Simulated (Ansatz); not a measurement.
Predict the output of the script below (Ansatz 0.2.0 through its Python package).

Input file `moru.extxyz`:
```text
2
Lattice="2.7774148 0.0 0.0 -1.3887074 2.40531177 0.0 0.0 0.0 4.463707" Properties=species:S:1:pos:R:3 pbc="T T T"
Mo    1.38870741    0.80177058    0.00000000
Ru   -0.00000001    1.60354119    2.23185350
```

The script, `edit.py`:
```python
"""Keys set on an Input object, for MoRu."""

import ansatz as az

config = {
    "occupations": "Fermi-Dirac",
    "kgrid": (7, 7, 4),
}

cell = az.Crystal.from_extxyz("moru.extxyz")

calc = cell.calculation()
calc = calc.occupations(config["occupations"]).mixing("anderson", preconditioner="local_kerker")
calc = calc.pseudopotentials("paw")
calc = calc.basis(47 * az.Ry)
calc = calc.functional(az.Functional.PBESOL)
calc = calc.kpoints(*config["kgrid"]).band_table()
typed = calc.input()
rows = []
for value in [4, 6, 9]:
    edited = typed.set(az.key.basis.ecutrho_ratio, value)
    rep = az.Session.from_dict(edited).plan().execute().report
    rows.append((value, rep["free_energy_ev"], rep["n_iterations"], len(rep["eigenvalues_ev"][0]) if "eigenvalues_ev" in rep else 0))
for row in rows:
    print("; ".join(f"{name} = {round(v, 4) if isinstance(v, float) else v}" for name, v in zip(["density ratio", "F eV", "iterations", "bands listed"], row)))
```

```console
$ python edit.py
density ratio = 4; F eV = -10713.7989; iterations = 7; bands listed = 19
density ratio = 6; F eV = -10713.7989; iterations = 7; bands listed = 19
density ratio = 9; F eV = -10713.7989; iterations = 7; bands listed = 19
```

These settings explore the input space; cutoff and mesh may be short of convergence. The mesh is modest for a metal, so energies can be off by several to tens of meV an atom and pressures by half a GPa or more; differences at equal mesh fare better. This cell is a computed structure, which may not be the phase found in nature. Finished in 7.4 s on 1 thread of Arm Neoverse V1, on a shared host, peak memory 0.41 GiB.

(Lines on the test bed's own set-up are left out of the output.)
